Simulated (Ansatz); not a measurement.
# Ni2Ru: the cost of one run

Program: Ansatz 0.2.0. Level of theory: DFT PBE, scalar-relativistic, plane waves, PAW. These are calculated values, not measurements.

## 1. The starting structure

It takes space group Fd-3m (No. 227, cubic). The conventional cell has a = 6.396 Å, b = 6.396 Å, c = 6.396 Å, α = 90.00°, β = 90.00°, γ = 90.00°. Around Ni (site symmetry -3m) lie 6 Ni at 2.26 Å. Around Ru (site symmetry -43m) lie 12 Ni at 2.65 Å and 4 Ru at 2.77 Å.

As a file:

```xyz
6
Lattice="0.0000 3.1979 3.1979 3.1979 0.0000 3.1979 3.1979 3.1979 0.0000" Properties=species:S:1:pos:R:3 pbc="T T T"
Ni    3.9974    3.9974    3.9974
Ni    3.9974    2.3984    2.3984
Ni    2.3984    2.3984    3.9974
Ni    2.3984    3.9974    2.3984
Ru    0.0000    0.0000    0.0000
Ru    1.5990    1.5990    1.5990
```

(A quick probe on a coarse mesh, which set the mesh and smearing, is not shown.)

## 3. A loose first relaxation

The input, input.yaml:

```yaml
crystal:
  lattice:
    - [0.0, 3.1979274077, 3.1979274077]
    - [3.1979274077, 0.0, 3.1979274077]
    - [3.1979274077, 3.1979274077, 0.0]
  atoms:
    - { symbol: Ni, position: [0.625, 0.625, 0.625], spin: 0.6 }
    - { symbol: Ni, position: [0.125, 0.625, 0.625], spin: 0.6 }
    - { symbol: Ni, position: [0.625, 0.625, 0.125], spin: 0.6 }
    - { symbol: Ni, position: [0.625, 0.125, 0.625], spin: 0.6 }
    - { symbol: Ru, position: [0.0, 0.0, 0.0], spin: 0.53 }
    - { symbol: Ru, position: [0.25, 0.25, 0.25], spin: 0.53 }
basis:
  ecutwfc: 420
kpoints:
  mp_grid: { grid: [6, 6, 6] }
hamiltonian:
  xc: pbe
scf:
  occupations: { method: gaussian, width: 0.1 }
  lower_state_search: "off"
output:
  forces: true
  stress: true
  eigenvalues: true
  populations: true
magnetization:
  spin_polarized: true
relax:
  adjacent_minimum: "off"
  f_tol: 0.04
  max_steps: 70
  cell: { stress_tol: 0.4 }
```

Command:

```
$ ansatz run input.yaml --threads 1 --pin off --max-ram 2560MiB --backend cpu --events-out ev --progress --plain --runs-dir out
```

Q: Estimate wall time and peak memory on 1 thread of Arm Neoverse V2, shared host.

About 54 s, with a peak of 0.44 GiB.
